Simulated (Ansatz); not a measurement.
# FGaH2N− (SMILES [NH-][GaH][F]): a relaxed scan of the bond length N1–Ga2

Aim: the energy along the bond length N1–Ga2, from CCSD(T) and from cheaper methods, relative to the minimum. At each value the rest of the molecule is relaxed at PBE0-D4 with the distance held.

Computed with Ansatz 0.2.0, Gaussian basis. Level: single points in def2-TZVPPD.

Levels: PBE-D4, r2SCAN-D4, PBE0-D4, B3LYP-D4, wB97M-V, Hartree-Fock, MP2, CCSD, CCSD(T). The scan takes 1.593, 1.628, 1.680, 1.741, 1.809, 1.881, 1.958, 2.039, 2.124 Å.

Correlated methods freeze the cores. Filled d shells of the heavier atoms are correlated. B3LYP uses VWN-RPA correlation.

163 further runs of the same task are left out: 163 set aside as unsound or not needed.

## (1) The system as given

The minimum, relaxed at PBE0-D4: SMILES `[NH-][GaH][F]`, 5 atoms, charge -1, spin multiplicity 1.

Atoms are counted from 1 here; the program's logs count them from 0.

Bond lengths: N1–Ga2 1.770 Å, N1–H4 1.023 Å, Ga2–F3 1.843 Å, Ga2–H5 1.589 Å. Angles: Ga2–N1–H4 109.7°, N1–Ga2–F3 126.8°, N1–Ga2–H5 129.9°, F3–Ga2–H5 103.3°.

As a file:

```
N    -0.9210   -1.1033    0.0682
Ga    0.3982    0.0746    0.1388
F     0.4000    1.7755   -0.5712
H    -1.7140   -0.7018   -0.4383
H     1.8368   -0.0451    0.8025
```

Energies of the minimum (eV), from earlier single points: PBE-D4 -56608.92985, r2SCAN-D4 -56618.84433, PBE0-D4 -56609.73195, B3LYP-D4 -56622.69427, wB97M-V -56616.89582, CCSD(T) -56576.57043.

At the minimum the bond length N1–Ga2 is 1.770 Å.

## (2) N1–Ga2 = 1.593 Å

Contents of relax/in.yaml:

```yaml
crystal:
  periodic: [false, false, false]
  atoms:
    - {symbol: N, position_ang: [-0.920955, -1.103272, 0.068187]}
    - {symbol: Ga, position_ang: [0.266378, -0.043154, 0.131730]}
    - {symbol: F, position_ang: [0.268136, 1.657798, -0.578286]}
    - {symbol: H, position_ang: [-1.714044, -0.701751, -0.438268]}
    - {symbol: H, position_ang: [1.704917, -0.162806, 0.795467]}
basis:
  gaussian: {orbitals: def2-TZVPD}
total_charge: -1
hamiltonian: {xc: pbe0, dispersion: d4}
relax: {f_tol: 0.005, max_steps: 200, constraints: [{distance: [0, 1]}]}
```

On the command line:

```bash
> ansatz run in.yaml --threads 2 --pin off --events-out ev --progress --plain --max-ram 4352MiB
```

After this run come: N1–Ga2 = 1.628 Å; N1–Ga2 = 1.680 Å; N1–Ga2 = 1.741 Å; N1–Ga2 = 1.809 Å; N1–Ga2 = 1.881 Å; N1–Ga2 = 1.958 Å; N1–Ga2 = 2.039 Å; N1–Ga2 = 2.124 Å.

**Question.** What will these runs give? Wanted: highest point, CCSD(T); lowest point, CCSD(T); minimum along the scan, CCSD(T); RMS deviation from CCSD(T); largest T1 diagnostic.

As calculated:

| quantity | value |
| --- | --- |
| highest point, CCSD(T) | 0.853 eV at 2.124 Å |
| lowest point, CCSD(T) | 0.000 eV at 1.770 Å |
| minimum along the scan, CCSD(T) | 1.782 Å |
| curvature there | 25.0 eV/Å² |
| RMS deviation from CCSD(T) | PBE-D4 0.036, r2SCAN-D4 0.037, PBE0-D4 0.056, B3LYP-D4 0.013, wB97M-V 0.075, Hartree-Fock 0.115, MP2 0.030, CCSD 0.043 eV |
| largest T1 diagnostic | 0.025 |

A polynomial through the near points puts the CCSD(T) minimum 0.012 Å above the PBE0-D4 value. The third derivative is negative, the usual anharmonicity of a bond. Curvature against CCSD(T): PBE-D4 -6 %, Hartree-Fock +18 %. Best along the scan: B3LYP-D4. Worst: Hartree-Fock. The T1 diagnostic is large here, over the usual mark for main-group molecules (transition-metal compounds often pass it harmlessly), so CCSD(T) itself may be off. The restricted Hartree–Fock reference is unstable towards an unrestricted one at one or more of these structures.
